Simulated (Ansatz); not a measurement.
**C₂HAlClF: ionisation energy by level of theory**

The task here is to estimate one member of a computed series from the others.

Method: unrestricted cation, the program's frozen cores in correlated methods; program: Ansatz 0.2.0, Gaussian basis.

Levels to be run: UKS PBE-D4/def2-TZVPP; UKS r2SCAN-D4/def2-TZVPP; UKS PBE0-D4/def2-TZVPP; UKS B3LYP-D4/def2-TZVPP; UKS wB97X-V/def2-TZVPP; UKS wB97M-V/def2-TZVPP; UKS B2PLYP/def2-TZVPP; UHF-CCSD(T)/def2-TZVPP; UHF-CCSD(T)/def2-QZVPP; extrapolation to the limit; then −ε(HOMO) from the neutral's earlier runs with LDA (SPW92), PBE-D4, revPBE-D4, BLYP-D4, r2SCAN-D4, B97M-V, PBE0-D4, B3LYP-D4, r2SCANh-D4, r2SCAN0-D4, HSE06-D4, BHLYP-D4, CAM-B3LYP-D4, LC-ωPBE, ωB97X-V, ωB97M-V.

### The relaxed structure

An earlier PBE0-D4 in a triple-zeta def2 set relaxation fixed the geometry.

SMILES `C#[C][Al]([F])[Cl]`, 6 atoms, charge 0, spin multiplicity 1.

Atoms are counted from 1 here; the program's logs count them from 0.

Bond lengths: C1–C2 1.208 Å, C1–H6 1.067 Å, C2–Al3 1.878 Å, Al3–F4 1.636 Å, Al3–Cl5 2.072 Å. Angles: C2–C1–H6 180.0°, C1–C2–Al3 179.1°, C2–Al3–F4 120.0°, C2–Al3–Cl5 121.8°, F4–Al3–Cl5 118.1°.

Coordinates:

```
C     0.0792    0.5503    1.7916
C     0.0213    0.1461    0.6542
Al   -0.0619   -0.4563   -1.1227
F    -0.4378   -2.0167   -1.4421
Cl    0.3114    0.8053   -2.7229
H     0.1300    0.9074    2.7958
```

Set-up of the first run:

in.yaml reads:

```yaml
crystal:
  periodic: [false, false, false]
  atoms:
    - {symbol: C, position_ang: [0.079239, 0.550260, 1.791593]}
    - {symbol: C, position_ang: [0.021281, 0.146083, 0.654163]}
    - {symbol: Al, position_ang: [-0.061928, -0.456303, -1.122723]}
    - {symbol: F, position_ang: [-0.437778, -2.016680, -1.442055]}
    - {symbol: Cl, position_ang: [0.311390, 0.805284, -2.722941]}
    - {symbol: H, position_ang: [0.129995, 0.907356, 2.795764]}
basis:
  gaussian: {orbitals: def2-TZVPP}
total_charge: 1
magnetization: {spin_polarized: true, initial_magnetization: 1}
hamiltonian: {xc: pbe, dispersion: d4}
```

On the command line:

```console
> ansatz run in.yaml --threads 2 --pin off --events-out ev --progress --plain --max-ram 32768MiB --backend cpu
```

Among the steps run: Cation, UKS PBE-D4/def2-TZVPP; Cation, UKS r2SCAN-D4/def2-TZVPP; Cation, UKS PBE0-D4/def2-TZVPP; Cation, UKS B3LYP-D4/def2-TZVPP; Cation, UKS wB97X-V/def2-TZVPP; Cation, UKS wB97M-V/def2-TZVPP; Cation, UKS B2PLYP (frozen core)/def2-TZVPP; Cation, UHF-CCSD(T)/def2-TZVPP; Cation, UHF-CCSD(T)/def2-QZVPP.

One table of the session follows, with a row left open; its other results are not shown here.

For comparison, −ε(HOMO) of the neutral from earlier runs:

| functional | −ε(HOMO) (eV) |
| --- | --- |
| LDA (SPW92) | 7.72 |
| PBE-D4 | 7.51 |
| revPBE-D4 | 7.43 |
| BLYP-D4 | 7.32 |
| r2SCAN-D4 | 7.76 |
| B97M-V | 7.71 |
| PBE0-D4 | 8.76 |
| B3LYP-D4 | 8.48 |
| r2SCANh-D4 | 8.22 |
| r2SCAN0-D4 | 8.92 |
| HSE06-D4 | 8.35 |
| BHLYP-D4 | 9.81 |
| CAM-B3LYP-D4 | ? |
| LC-ωPBE | 11.59 |
| ωB97X-V | 11.15 |
| ωB97M-V | 11.02 |

**Question.** Estimate the row for CAM-B3LYP-D4.

The run gave: −ε(HOMO) (eV): 10.12. In the column «−ε(HOMO) (eV)» it lies between BHLYP-D4 (9.81) and ωB97M-V (11.02).
